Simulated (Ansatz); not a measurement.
# Si₂Ge₃H₁₂: basis-set convergence

Aim: see how fast density functionals converge with the basis set for Si₂Ge₃H₁₂.

Program: Ansatz 0.2.0, Gaussian basis. Level of theory: one geometry, several basis sets. These are calculated values, not measurements.

Plan: PBE0-D4/def2-SVP; ωB97M-V/def2-SVP; PBE0-D4/def2-QZVPP; ωB97M-V/def2-QZVPP; the functionals' def2-TZVPP values are taken from earlier runs.

### Step 1. The geometry

All runs share one geometry, relaxed beforehand with PBE0-D4 in a triple-zeta def2 set.

SMILES `[GeH3][SiH2][GeH2][SiH2][GeH3]`, 17 atoms, charge 0, spin multiplicity 1.

Atoms are counted from 1 here; the program's logs count them from 0.

Bond lengths: Ge1–Si2 2.379 Å, Ge1–H6 1.538 Å, Ge1–H7 1.538 Å, Ge1–H8 1.538 Å, Si2–Ge3 2.381 Å, Si2–H9 1.489 Å, Si2–H10 1.489 Å, Ge3–Si4 2.381 Å, Ge3–H11 1.541 Å, Ge3–H12 1.541 Å, Si4–Ge5 2.379 Å, Si4–H13 1.489 Å, Si4–H14 1.489 Å, Ge5–H15 1.538 Å, Ge5–H16 1.538 Å, Ge5–H17 1.538 Å. Angles: Si2–Ge1–H6 110.2°, Si2–Ge1–H7 111.5°, Si2–Ge1–H8 109.9°, H6–Ge1–H7 108.5°, H6–Ge1–H8 108.1°, H7–Ge1–H8 108.4°, Ge1–Si2–Ge3 109.7°, Ge1–Si2–H9 109.1°, Ge1–Si2–H10 110.0°, Ge3–Si2–H9 108.7°, Ge3–Si2–H10 111.0°, H9–Si2–H10 108.3°, Si2–Ge3–Si4 108.6°, Si2–Ge3–H11 110.3°, Si2–Ge3–H12 109.9°, Si4–Ge3–H11 109.8°, Si4–Ge3–H12 110.3°, H11–Ge3–H12 108.0° and more.

### Step 2. PBE0-D4 in def2-SVP

in.yaml

```yaml
crystal:
  periodic: [false, false, false]
  atoms:
    - {symbol: Ge, position_ang: [-2.095380, 0.674694, 1.517690]}
    - {symbol: Si, position_ang: [0.151125, 1.445035, 1.384223]}
    - {symbol: Ge, position_ang: [1.607031, -0.396940, 0.988518]}
    - {symbol: Si, position_ang: [0.746051, -1.667356, -0.831832]}
    - {symbol: Ge, position_ang: [0.250585, -0.219000, -2.652477]}
    - {symbol: H, position_ang: [-2.242376, -0.340878, 2.663603]}
    - {symbol: H, position_ang: [-3.075942, 1.833816, 1.763279]}
    - {symbol: H, position_ang: [-2.487702, -0.024730, 0.204821]}
    - {symbol: H, position_ang: [0.271471, 2.401715, 0.249476]}
    - {symbol: H, position_ang: [0.520245, 2.157232, 2.638383]}
    - {symbol: H, position_ang: [3.023796, 0.105509, 0.651227]}
    - {symbol: H, position_ang: [1.700254, -1.271312, 2.253500]}
    - {symbol: H, position_ang: [-0.505378, -2.344670, -0.393172]}
    - {symbol: H, position_ang: [1.717545, -2.710516, -1.261149]}
    - {symbol: H, position_ang: [-0.311992, -0.995437, -3.854947]}
    - {symbol: H, position_ang: [-0.789620, 0.828613, -2.219769]}
    - {symbol: H, position_ang: [1.520287, 0.524235, -3.101363]}
basis:
  gaussian: {orbitals: def2-SVP}
hamiltonian: {xc: pbe0, dispersion: d4}
output: {orbitals: {seedname: orbitals}}
```

The runs that follow: ωB97M-V in def2-SVP; PBE0-D4 in def2-QZVPP; ωB97M-V in def2-QZVPP.

Before running them: what should the planned runs give, taken together? Wanted: PBE0-D4: double and triple zeta above quadruple; ωB97M-V: double and triple zeta above quadruple.

The runs gave:

```
                                       quantity           value
PBE0-D4: double and triple zeta above quadruple  31.10, 4.19 eV
ωB97M-V: double and triple zeta above quadruple  31.04, 4.08 eV
```

**Reading.** For PBE0-D4 the step from double to triple zeta gains 26.91 eV and the next only 4.19 eV. These are total energies; as a rule much of such shifts cancels in differences, which this series doesn't test. The LUMO of ωB97M-V is positive and keeps falling with the basis (1.69 to 1.04 eV): an unbound level that the basis holds in place.
